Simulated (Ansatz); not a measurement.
# Li3Au: the cost of one run

Method: DFT PBEsol, scalar-relativistic, in Ansatz 0.2.0.

### 1 The starting structure

Symmetry: Fm-3m, No. 225, cubic system. The conventional cell has a = 6.302 Å, b = 6.302 Å, c = 6.302 Å, α = 90.00°, β = 90.00°, γ = 90.00°. Around Li (site symmetry -43m) lie 4 Li at 2.73 Å and 4 Au at 2.73 Å. Around Li (site symmetry m-3m) lie 8 Li at 2.73 Å. Au (site symmetry m-3m) has 8 Li at 2.73 Å in its first shell of neighbours.

Coordinates:

```cif
data_structure
_symmetry_space_group_name_H-M 'P 1'
_symmetry_Int_Tables_number 1
_cell_length_a 4.4562
_cell_length_b 4.4562
_cell_length_c 4.4562
_cell_angle_alpha 60.000
_cell_angle_beta 60.000
_cell_angle_gamma 60.000
_cell_volume 62.57
loop_
_atom_site_label
_atom_site_type_symbol
_atom_site_fract_x
_atom_site_fract_y
_atom_site_fract_z
_atom_site_occupancy
Li1 Li 0.25000 0.25000 0.25000 1
Li2 Li 0.75000 0.75000 0.75000 1
Li3 Li 0.50000 0.50000 0.50000 1
Au1 Au 0.00000 0.00000 0.00000 1
```

Atoms are numbered in the order of the input: Li1, Li2, Li3, Au4.

### 2 The deformed structure

Space group Fm-3m before, I4/mmm after.

### 3 All-electron LAPW

Input file input.yaml:

```yaml
crystal:
  lattice:
    - [0.0, 3.151, 3.21402]
    - [3.151, 0.0, 3.21402]
    - [3.151, 3.151, 0.0]
  atoms:
    - { symbol: Li, position: [0.25, 0.25, 0.25] }
    - { symbol: Li, position: [0.75, 0.75, 0.75] }
    - { symbol: Li, position: [0.5, 0.5, 0.5] }
    - { symbol: Au, position: [0.0, 0.0, 0.0] }
kpoints:
  mp_grid: { grid: [10, 10, 10] }
  band_path:
    path:
      - [0.0, 0.0, 0.0]
      - [0.0, 0.5, 0.5]
      - [0.25, 0.75, 0.5]
      - [0.0, 0.5, 0.0]
      - [0.0, 0.0, 0.0]
      - [0.5, 0.5, 0.0]
      - [0.3701460977, 0.6298539023, 0.0]
      - [-0.3701460977, 0.3701460977, 0.0]
      - [0.0, 0.0, 0.0]
    npoints: 5
scf:
  occupations: { method: fermi_dirac, width: 0.03 }
hamiltonian:
  xc: pbesol
  pseudopotentials: { kind: all_electron, lapw: { basis_error: 0.001 } }
output:
  forces: true
  stress: true
  eigenvalues: true
```

Command:

```sh
$ ansatz run input.yaml --threads 1 --pin off --max-ram 4096MiB --backend cpu --events-out ev --progress --plain --runs-dir out
```

**Question.** How long does this run take on 1 thread of Arm Neoverse V2, shared host, and how much memory does it need?

About 30 s, with a peak of 0.47 GiB.
